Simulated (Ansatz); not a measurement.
# Zr10HN8: the cost of one run

Program: Ansatz 0.2.0. Level of theory: DFT PBEsol, plane waves, PAW, scalar-relativistic, no spin polarisation. These are calculated values, not measurements.

**1. The system as given**

The cell holds 38 atoms (H2N16Zr20): a = 8.753 Å, b = 7.363 Å, c = 8.755 Å, α = 90.04°, β = 114.49°, γ = 90.00°.

Its coordinates follow in the input file.

**2. Run 1**

400 steps of 0.75 fs at constant energy, with velocities drawn for 3000 K.

input.yaml reads:

```yaml
accuracy: low
crystal:
  lattice:
    - [-6.69779, -5.634654, 0.0]
    - [4.739747, -5.634654, 0.0]
    - [2.774018, 2.341046, 7.967326]
  atoms:
    - { symbol: Zr, position: [0.0532194, 0.691894, 0.9477832] }
    - { symbol: Zr, position: [0.6548035, 0.6053559, 0.8461854] }
    - { symbol: Zr, position: [0.3451965, 0.3946441, 0.1538146] }
    - { symbol: Zr, position: [0.9467806, 0.308106, 0.0522168] }
    - { symbol: Zr, position: [0.1521473, 0.6041287, 0.3468609] }
    - { symbol: Zr, position: [0.749202, 0.4997073, 0.2505706] }
    - { symbol: Zr, position: [0.9486029, 0.8056966, 0.552391] }
    - { symbol: Zr, position: [0.0513971, 0.1943034, 0.447609] }
    - { symbol: Zr, position: [0.250798, 0.5002927, 0.7494294] }
    - { symbol: Zr, position: [0.8478527, 0.3958713, 0.6531391] }
    - { symbol: H, position: [0.0, 0.5, 0.5] }
    - { symbol: "N", position: [0.7007672, 0.3021763, 0.8009241] }
    - { symbol: "N", position: [0.0999186, 0.3990953, 0.9018564] }
    - { symbol: "N", position: [0.2992328, 0.6978237, 0.1990759] }
    - { symbol: "N", position: [0.9000814, 0.6009047, 0.0981436] }
    - { symbol: "N", position: [0.098212, 0.9005445, 0.4003395] }
    - { symbol: "N", position: [0.1991642, 0.3014422, 0.2996272] }
    - { symbol: "N", position: [0.901788, 0.0994555, 0.5996605] }
    - { symbol: "N", position: [0.8008358, 0.6985579, 0.7003728] }
    - { symbol: Zr, position: [0.5532194, 0.191894, 0.9477832] }
    - { symbol: Zr, position: [0.1548035, 0.1053559, 0.8461854] }
    - { symbol: Zr, position: [0.8451965, 0.8946441, 0.1538146] }
    - { symbol: Zr, position: [0.4467807, 0.808106, 0.0522168] }
    - { symbol: Zr, position: [0.6521473, 0.1041287, 0.3468609] }
    - { symbol: Zr, position: [0.249202, 0.9997073, 0.2505706] }
    - { symbol: Zr, position: [0.4486029, 0.3056966, 0.552391] }
    - { symbol: Zr, position: [0.5513971, 0.6943034, 0.447609] }
    - { symbol: Zr, position: [0.750798, 0.0002927, 0.7494294] }
    - { symbol: Zr, position: [0.3478527, 0.8958713, 0.6531391] }
    - { symbol: H, position: [0.5, 0.0, 0.5] }
    - { symbol: "N", position: [0.2007672, 0.8021763, 0.8009241] }
    - { symbol: "N", position: [0.5999186, 0.8990953, 0.9018564] }
    - { symbol: "N", position: [0.7992328, 0.1978237, 0.1990759] }
    - { symbol: "N", position: [0.4000814, 0.1009047, 0.0981436] }
    - { symbol: "N", position: [0.598212, 0.4005445, 0.4003395] }
    - { symbol: "N", position: [0.6991642, 0.8014422, 0.2996272] }
    - { symbol: "N", position: [0.401788, 0.5994555, 0.5996605] }
    - { symbol: "N", position: [0.3008358, 0.1985579, 0.7003728] }
basis:
  ecutwfc: 420.0
kpoints:
  mp_grid: { grid: [1, 1, 1] }
hamiltonian:
  xc: pbesol
scf:
  occupations: { method: fermi_dirac, width: 0.05 }
  lower_state_search: "off"
md:
  timestep: 0.75
  n_steps: 400
  ensemble: nve
  temperature: 3000.0
  initial_velocities: maxwell_boltzmann
  seed: 352599
```

On the command line:

```sh
ansatz run input.yaml --threads 2 --pin off --max-ram 5120MiB --backend cpu --events-out ev --progress --plain --runs-dir out
```

What time and memory should one allow on 2 threads of Arm Neoverse V1, shared host?

About 21 min, with a peak of 0.67 GiB.
